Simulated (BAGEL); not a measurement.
# GaAsH4 (SMILES [GaH2][AsH2]): HF/def2-TZVP (density fitting with qzvpp-jkfit)

What is the vertical ionisation energy of GaAsH4 at HF/def2-TZVP (density fitting with qzvpp-jkfit)? 

The calculation is run with BAGEL 1.2.2.

6 further runs of the same task are left out: 3 that didn't finish, 3 set aside as unsound or not needed.

## 1. The molecule

GaAsH4 has 6 atoms, charge 0, and is taken as a singlet. As SMILES, `[GaH2][AsH2]`. Geometry: a GFN2-xTB relaxation, a rough one for these elements and not checked as a minimum.

Bond lengths: Ga1–As2 2.424 Å, Ga1–H3 1.610 Å, Ga1–H4 1.609 Å, As2–H5 1.509 Å, As2–H6 1.513 Å. Angles: Ga1–As2–H5 86.7°, Ga1–As2–H6 86.8°, As2–Ga1–H3 124.5°, As2–Ga1–H4 128.6°, H5–As2–H6 89.0°, H3–Ga1–H4 106.9°.

## 2. A single-point energy at HF/def2-TZVP (density fitting with qzvpp-jkfit)

File job.json:

```json
{ "bagel" : [

{
  "title" : "molecule",
  "basis" : "def2-tzvp.json",
  "df_basis" : "qzvpp-jkfit",
  "angstrom" : true,
  "geometry" : [
    { "atom" : "Ga", "xyz" : [      -0.464760,      -0.770390,      -0.271560 ] },
    { "atom" : "As", "xyz" : [       0.369240,       1.500550,      -0.427600 ] },
    { "atom" : "H", "xyz" : [       0.116920,      -1.888760,       0.729810 ] },
    { "atom" : "H", "xyz" : [      -1.665560,      -1.457060,      -1.093730 ] },
    { "atom" : "H", "xyz" : [       1.693460,       0.952870,       0.046150 ] },
    { "atom" : "H", "xyz" : [      -0.049290,       1.662800,       1.016930 ] }
  ]
},

{
  "title" : "hf"
},

{
  "title" : "print",
  "file" : "orbitals.molden",
  "orbitals" : true
}

]}
```

The basis set def2-TZVP is read from a file made from the Basis Set Exchange's data (not shown).

Command:

```sh
$ BAGEL_NUM_THREADS=1 BAGEL job.json > job.out
```

What it wrote:

```text
* using 1 threads per process

  ===============================================================
  ===============================================================

  *** Geometry ***

  { "atom" : "Ga", "xyz" : [     -0.878269,     -1.455826,     -0.513174 ] },
  { "atom" : "As", "xyz" : [      0.697762,      2.835629,     -0.808047 ] },
  { "atom" : "H", "xyz" : [      0.220947,     -3.569239,      1.379141 ] },
  { "atom" : "H", "xyz" : [     -3.147452,     -2.753444,     -2.066850 ] },
  { "atom" : "H", "xyz" : [      3.200176,      1.800663,      0.087211 ] },
  { "atom" : "H", "xyz" : [     -0.093145,      3.142237,      1.921719 ] },

  Number of auxiliary basis functions:      604

  Since a DF basis is specified, we compute 2- and 3-index integrals:
    o Being stored without compression. Storage requirement is 0.070 GB

  Number of basis functions:      120
  Number of electrons      :       68

    * METHOD: MOLECULE                             0.41

  *** RHF ***

  === Nuclear Repulsion ===
   289.2561489135

      * DIIS with orbital gradients will be used.

  === RHF iteration (def2-tzvp.json) ===
      0      -4159.72103285          0.00591474           0.17
      1      -4159.75551415          0.00250036           0.15
      2      -4159.75994061          0.00126628           0.15
      3      -4159.76128135          0.00025943           0.15
      4      -4159.76135270          0.00007344           0.15
      5      -4159.76136186          0.00002164           0.15
      6      -4159.76136246          0.00000985           0.15
      7      -4159.76136254          0.00000236           0.15
      8      -4159.76136255          0.00000085           0.15
      9      -4159.76136255          0.00000050           0.15
     10      -4159.76136255          0.00000015           0.15
     11      -4159.76136255          0.00000005           0.15
     12      -4159.76136255          0.00000002           0.15
     13      -4159.76136255          0.00000001           0.15
     14      -4159.76136255          0.00000000           0.15
    * SCF iteration converged.

    * Permanent dipole moment:
           (   -0.084719,    -0.123954,    -0.050293) a.u.

    * METHOD: HF                                   2.73

    * METHOD: PRINT                                0.02

  ===============================================================
```

It took 3.3 s on 1 thread of Arm Neoverse V2, shared host; peak memory 0.22 GiB.

## 3. The doublet cation

File input.json:

```json
{ "bagel" : [

{
  "title" : "molecule",
  "basis" : "def2-tzvp.json",
  "df_basis" : "qzvpp-jkfit",
  "angstrom" : true,
  "geometry" : [
    { "atom" : "Ga", "xyz" : [      -0.464760,      -0.770390,      -0.271560 ] },
    { "atom" : "As", "xyz" : [       0.369240,       1.500550,      -0.427600 ] },
    { "atom" : "H", "xyz" : [       0.116920,      -1.888760,       0.729810 ] },
    { "atom" : "H", "xyz" : [      -1.665560,      -1.457060,      -1.093730 ] },
    { "atom" : "H", "xyz" : [       1.693460,       0.952870,       0.046150 ] },
    { "atom" : "H", "xyz" : [      -0.049290,       1.662800,       1.016930 ] }
  ]
},

{
  "title" : "uhf",
  "charge" : 1,
  "nopen" : 1
},

{
  "title" : "print",
  "file" : "orbitals.molden",
  "orbitals" : true
}

]}
```

The basis set def2-TZVP is read from a file made from the Basis Set Exchange's data (not shown).

Command:

```sh
$ BAGEL_NUM_THREADS=1 BAGEL input.json > input.out
```

What it wrote:

```text
* using 1 threads per process

  ===============================================================
  ===============================================================

  *** Geometry ***

  { "atom" : "Ga", "xyz" : [     -0.878269,     -1.455826,     -0.513174 ] },
  { "atom" : "As", "xyz" : [      0.697762,      2.835629,     -0.808047 ] },
  { "atom" : "H", "xyz" : [      0.220947,     -3.569239,      1.379141 ] },
  { "atom" : "H", "xyz" : [     -3.147452,     -2.753444,     -2.066850 ] },
  { "atom" : "H", "xyz" : [      3.200176,      1.800663,      0.087211 ] },
  { "atom" : "H", "xyz" : [     -0.093145,      3.142237,      1.921719 ] },

  Number of auxiliary basis functions:      604

  Since a DF basis is specified, we compute 2- and 3-index integrals:
    o Being stored without compression. Storage requirement is 0.070 GB

  Number of basis functions:      120
  Number of electrons      :       68

    * METHOD: MOLECULE                             0.41

  *** Open-shell HF ***

  === Nuclear Repulsion ===
   289.2561489135

      * DIIS with orbital gradients will be used.

  === UHF iteration (def2-tzvp.json) ===
      0      -4159.36022708          0.01387505           0.32
      1      -4159.42575740          0.00644832           0.32
      2      -4159.43595541          0.00388423           0.31
      3      -4159.43955912          0.00122113           0.31
      4      -4159.44123529          0.00058124           0.32
      5      -4159.44175075          0.00035711           0.32
      6      -4159.44207422          0.00017266           0.31
      7      -4159.44221670          0.00009030           0.32
      8      -4159.44229235          0.00005880           0.32
      9      -4159.44236806          0.00003229           0.32
     10      -4159.44239264          0.00001929           0.31
     11      -4159.44240086          0.00001110           0.32
     12      -4159.44240262          0.00000524           0.31
     13      -4159.44240295          0.00000254           0.31
     14      -4159.44240301          0.00000144           0.32
     15      -4159.44240303          0.00000083           0.31
     16      -4159.44240304          0.00000057           0.31
     17      -4159.44240305          0.00000045           0.31
     18      -4159.44240305          0.00000036           0.31
     19      -4159.44240305          0.00000028           0.31
     20      -4159.44240305          0.00000014           0.31
     21      -4159.44240305          0.00000007           0.31
     22      -4159.44240305          0.00000005           0.31
     23      -4159.44240305          0.00000003           0.31
     24      -4159.44240305          0.00000002           0.31
     25      -4159.44240305          0.00000002           0.31
     26      -4159.44240305          0.00000002           0.31
     27      -4159.44240305          0.00000001           0.31
     28      -4159.44240305          0.00000001           0.31
     29      -4159.44240305          0.00000001           0.31
    * SCF iteration converged.

    * S^2 (UHF) is 0.7853

    * Permanent dipole moment:
           (   -0.403435,    -0.670446,    -0.162100) a.u.

    * METHOD: UHF                                  9.82

    * METHOD: PRINT                                0.03

  ===============================================================
```

Wall time 11 s (1 thread of Arm Neoverse V2, shared host); peak memory 0.22 GiB.

## 4. Results

Level: HF/def2-TZVP (density fitting with qzvpp-jkfit).

| quantity | value |
| --- | --- |
| singlet GaAsH4: total energy | -4159.76136 Eh |
| singlet GaAsH4: dipole moment | 0.40 D |
| singlet GaAsH4: HOMO energy | -9.69 eV |
| singlet GaAsH4: LUMO energy | 0.90 eV |
| singlet GaAsH4: HOMO–LUMO gap | 10.59 eV |
| doublet cation: total energy | -4159.44240 Eh |
| doublet cation: ⟨S²⟩ | 0.785 |
| vertical ionisation energy (to the doublet cation) | 8.679 eV |

**Reading.** Removing an electron at fixed nuclei costs 8.68 eV (200 kcal/mol). The negative HOMO energy of the first species, 9.69 eV, lies 1.01 eV above that difference.
